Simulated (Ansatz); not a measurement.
# Mo: the cost of one run

Program: Ansatz 0.2.0. Level of theory: DFT PBE, scalar-relativistic, plane waves, PAW. These are calculated values, not measurements.

2 further runs of the same task are left out: 2 set aside as unsound or not needed.

### 1 The system as given

Symmetry: Fd-3m, No. 227, cubic system. The conventional cell has a = 5.470 Å, b = 5.470 Å, c = 5.470 Å, α = 90.00°, β = 90.00°, γ = 90.00°. Si (site symmetry -43m) has 4 Si at 2.37 Å as nearest neighbours.

As a file:

```
Si
1.0
     0.00000    2.73488    2.73488
     2.73488    0.00000    2.73488
     2.73488    2.73488    0.00000
Si
2
Direct
  0.50000 0.50000 0.50000
  0.75000 0.75000 0.75000
```

This cell was relaxed beforehand with the same method: volume 20.46 Å³/atom, gap on the mesh 0.62 eV.

### 2 The film's bulk: Mo

Relaxed beforehand at this level: -4956.0200 eV/atom, gap on the mesh none (metal).

Space group Im-3m (No. 229). a = 3.160 Å, b = 3.160 Å, c = 3.160 Å, α = 90.00°, β = 90.00°, γ = 90.00°
```tsv
atom	site	symmetry	x	y	z
Mo	2a	m-3m	0.0000	0.0000	0.0000
```

The bulk reference of Si, the base, comes from a run made before at the same settings: -635.8098 eV/atom.

### 3 Mo strained to the base's plane

The (111) plane of Mo is fitted to the (111) plane of Si, a strain of -0.1 % along x and -0.1 % along y; the third vector and the atoms relax.

The input, input.yaml:

```yaml
crystal:
  lattice:
    - [7.7354122168, 0.0, 0.0]
    - [-3.8677061084, 6.6990634885, 0.0]
    - [-2.5784707389, 0.0, 0.9131965061]
  atoms:
    - { symbol: Mo, position: [0.3333333333, 0.6666666667, 0.0] }
    - { symbol: Mo, position: [0.0, 0.0, 0.0] }
    - { symbol: Mo, position: [0.6666666667, 0.3333333333, 0.0] }
basis:
  ecutwfc: 420
kpoints:
  mp_grid: { grid: [6, 6, 37] }
hamiltonian:
  xc: pbe
scf:
  occupations: { method: gaussian, width: 0.1 }
output:
  forces: true
  stress: true
  eigenvalues: true
relax:
  adjacent_minimum: "off"
  f_tol: 0.01
  max_steps: 50
  cell: { fix: [a, b, gamma], stress_tol: 0.1 }
```

On the command line:

```sh
ansatz run input.yaml --threads 4 --pin off --max-ram 10240MiB --backend cpu --events-out ev --progress --plain --runs-dir out
```

**Question.** How long does this run take on 4 threads of AMD EPYC, shared host, and how much memory does it need?

About 54 s, with a peak of 0.73 GiB.
